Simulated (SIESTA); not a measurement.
The system is Bi2Te3 (Tellurobismuthite).

```
CELL_PARAMETERS angstrom
2.19300 1.26613 10.16567
-2.19300 1.26613 10.16567
0.00000 -2.53226 10.16567
ATOMIC_POSITIONS crystal
Bi 0.60000 0.60000 0.60000
Bi 0.40000 0.40000 0.40000
Te 0.79050 0.79050 0.79050
Te 0.20950 0.20950 0.20950
Te 0.00000 0.00000 0.00000
```

Base run:

| Quantity | Value |
| --- | --- |
| Program | SIESTA 5.4.2 |
| Functional | PBE |
| Potentials or basis | PseudoDojo 0.4 standard (PBE files) |
| Basis | DZ (energy shift 0.002 Ry) |
| Grid cutoff | 500 Ry |
| Energy shift | 0.002 Ry |
| k mesh | 7 × 7 × 7 |
| Occupations | fermi-dirac, width 0.05 eV |
| Spin | no spin polarisation |

Its results: band gap on the k mesh 0.29 eV, direct; pressure 4.1 GPa; largest force 0.562 eV/Å.

Task: The run is repeated on the same cell with these changes: basis from DZ (energy shift 0.002 Ry) to TZP (energy shift 0.002 Ry). What comes out?

Result: Band gap on the k mesh 0.24 eV, direct; pressure 2.9 GPa; largest force 0.170 eV/Å.

Caveats: semicore shells carry a single zeta, which can move pressures by several GPa and volumes by a few percent; spin-orbit coupling is left out, which as a rule narrows the gap of such compounds by several tenths of an eV; the basis of atomic orbitals isn't converged, which shifts pressures, moduli and gaps; the basis has no polarisation orbitals (some runs).
